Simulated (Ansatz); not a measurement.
**C₂H₃IO: how energies converge with the basis set**

How large a basis does C₂H₃IO need? Two functionals are run in growing sets.

The runs use Ansatz 0.2.0, Gaussian basis; one geometry, several basis sets.

Plan: PBE0-D4/def2-SVP; ωB97M-V/def2-SVP; PBE0-D4/def2-QZVPP; ωB97M-V/def2-QZVPP; the functionals' def2-TZVPP values are taken from earlier runs.

## (1) The geometry

The geometry comes from an earlier relaxation with PBE0-D4 in a triple-zeta def2 set; it is a stationary point, not always the lowest conformer. I takes the def2 core potential; no spin-orbit term is included.

SMILES `CC(=O)I`, 7 atoms, charge 0, spin multiplicity 1.

Atoms are counted from 1 here; the program's logs count them from 0.

Bond lengths: C1–C2 1.492 Å, C1–H5 1.090 Å, C1–H6 1.091 Å, C1–H7 1.091 Å, C2–O3 1.175 Å, C2–I4 2.199 Å. Angles: C2–C1–H5 109.4°, C2–C1–H6 109.2°, C2–C1–H7 109.2°, H5–C1–H6 110.8°, H5–C1–H7 110.8°, H6–C1–H7 107.4°, C1–C2–O3 128.0°, C1–C2–I4 111.9°, O3–C2–I4 120.1°.

## (2) PBE0-D4 in def2-SVP

Contents of in.yaml:

```yaml
crystal:
  periodic: [false, false, false]
  atoms:
    - {symbol: C, position_ang: [0.277404, 0.648553, 0.166203]}
    - {symbol: C, position_ang: [-0.029004, -0.803004, 0.010061]}
    - {symbol: O, position_ang: [0.562661, -1.718536, 0.449344]}
    - {symbol: I, position_ang: [-1.827877, -1.133717, -1.210352]}
    - {symbol: H, position_ang: [1.172183, 0.766222, 0.778107]}
    - {symbol: H, position_ang: [0.420959, 1.092465, -0.820175]}
    - {symbol: H, position_ang: [-0.576326, 1.148017, 0.626812]}
basis:
  gaussian: {orbitals: def2-SVP}
hamiltonian: {xc: pbe0, dispersion: d4}
output: {orbitals: {seedname: orbitals}}
```

Launch:

```
> ansatz run in.yaml --threads 4 --pin off --events-out ev --progress --plain --max-ram 10444MiB
```

The runs that follow: ωB97M-V in def2-SVP; PBE0-D4 in def2-QZVPP; ωB97M-V in def2-QZVPP.

Q: Predict the results of all the runs planned. Wanted: PBE0-D4: double and triple zeta above quadruple; ωB97M-V: double and triple zeta above quadruple.

As calculated:

```
                                       quantity          value
PBE0-D4: double and triple zeta above quadruple  5.33, 0.26 eV
ωB97M-V: double and triple zeta above quadruple  5.52, 0.25 eV
```

What this shows: PBE0-D4 gains 5.07 eV from double to triple zeta, then 0.26 eV more. Total energies overstate the basis error of differences, where much of it tends to cancel.
